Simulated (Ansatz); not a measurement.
# Mg3Cd2O5: the cost of one run

Computed with Ansatz 0.2.0 (DFT PBE, scalar-relativistic, plane waves, PAW, unless a step names another level, unless a step's input says otherwise).

## 1. The structure to begin with

Symmetry: I4/mmm, No. 139, tetragonal system. The conventional cell has a = 3.189 Å, b = 3.189 Å, c = 22.535 Å, α = 90.00°, β = 90.00°, γ = 90.00°. Mg (site symmetry 4/mmm) is surrounded by 6 O at 2.04 to 2.25 Å. Mg (site symmetry 4mm) is surrounded by 6 O at 2.07 to 2.25 Å. Cd (site symmetry 4mm) has 6 O at 2.26 to 2.60 Å in its first shell of neighbours. Around O (site symmetry 4mm) lie 5 Mg at 2.04 to 2.25 Å and 1 Cd at 2.35 Å. Around O (site symmetry 4mm) lie 1 Mg at 2.20 Å and 5 Cd at 2.26 to 2.60 Å. Around O (site symmetry 4/mmm) lie 6 Mg at 2.07 to 2.25 Å.

Coordinates:

```cif
data_structure
_symmetry_space_group_name_H-M 'I4/mmm'
_symmetry_Int_Tables_number 139
_cell_length_a 3.1887
_cell_length_b 3.1887
_cell_length_c 22.5350
_cell_angle_alpha 90.000
_cell_angle_beta 90.000
_cell_angle_gamma 90.000
_cell_volume 229.14
loop_
_atom_site_label
_atom_site_type_symbol
_atom_site_symmetry_multiplicity
_atom_site_Wyckoff_symbol
_atom_site_fract_x
_atom_site_fract_y
_atom_site_fract_z
_atom_site_occupancy
Mg1 Mg 2 a 0.00000 0.00000 0.00000 1
Mg2 Mg 4 e 0.50000 0.50000 0.09206 1
Cd1 Cd 4 e 0.00000 0.00000 0.19514 1
O1 O 4 e 0.00000 0.00000 0.09073 1
O2 O 4 e 0.50000 0.50000 0.18965 1
O3 O 2 b 0.50000 0.50000 0.00000 1
```

It is the end of an earlier relaxation with the same method, from a generated guess; it needn't be the stable form of this composition. At a tolerance of 0.02 Å it has space group I4/mmm (No. 139); it has 11.46 Å³/atom, an uncorrected energy of -1.93 eV/atom over the elements and, on its mesh, gap 0.81 eV.

## 2. Seeking the band edges over the whole zone

input.yaml reads:

```yaml
crystal:
  lattice:
    - [-1.5943625548, 1.5943625548, 11.2675005437]
    - [1.5943625548, -1.5943625548, 11.2675005437]
    - [1.5943625548, 1.5943625548, -11.2675005437]
  atoms:
    - { symbol: Mg, position: [0.0, 0.0, 0.0] }
    - { symbol: Mg, position: [0.5920560351, 0.5920560351, 0.0] }
    - { symbol: Mg, position: [0.4079439649, 0.4079439649, 0.0] }
    - { symbol: Cd, position: [0.1951369689, 0.1951369689, 0.0] }
    - { symbol: Cd, position: [0.8048630311, 0.8048630311, 0.0] }
    - { symbol: O, position: [0.0907308348, 0.0907308348, 0.0] }
    - { symbol: O, position: [0.6896461666, 0.6896461666, 0.0] }
    - { symbol: O, position: [0.3103538334, 0.3103538334, 0.0] }
    - { symbol: O, position: [0.9092691652, 0.9092691652, 0.0] }
    - { symbol: O, position: [0.5, 0.5, 0.0] }
basis:
  ecutwfc: 420
kpoints:
  mp_grid: { grid: [12, 12, 12] }
  band_path: { path: [VBM, CBM], npoints: 2 }
hamiltonian:
  xc: pbe
scf:
  occupations: { method: gaussian, width: 0.02 }
output:
  forces: false
  stress: false
  eigenvalues: true
checkpoint:
  read: start.run
  write: ck
  compress: false
  write_wavefunctions: false
  write_every: 100000
```

Launch:

```console
> ansatz run input.yaml --threads 4 --pin off --max-ram 8192MiB --backend cpu --events-out ev --progress --plain --runs-dir out
```

**Question.** How long does this run take on 4 threads of Arm Neoverse V1, shared host, and how much memory does it need?

About 36 s, with a peak of 0.96 GiB.
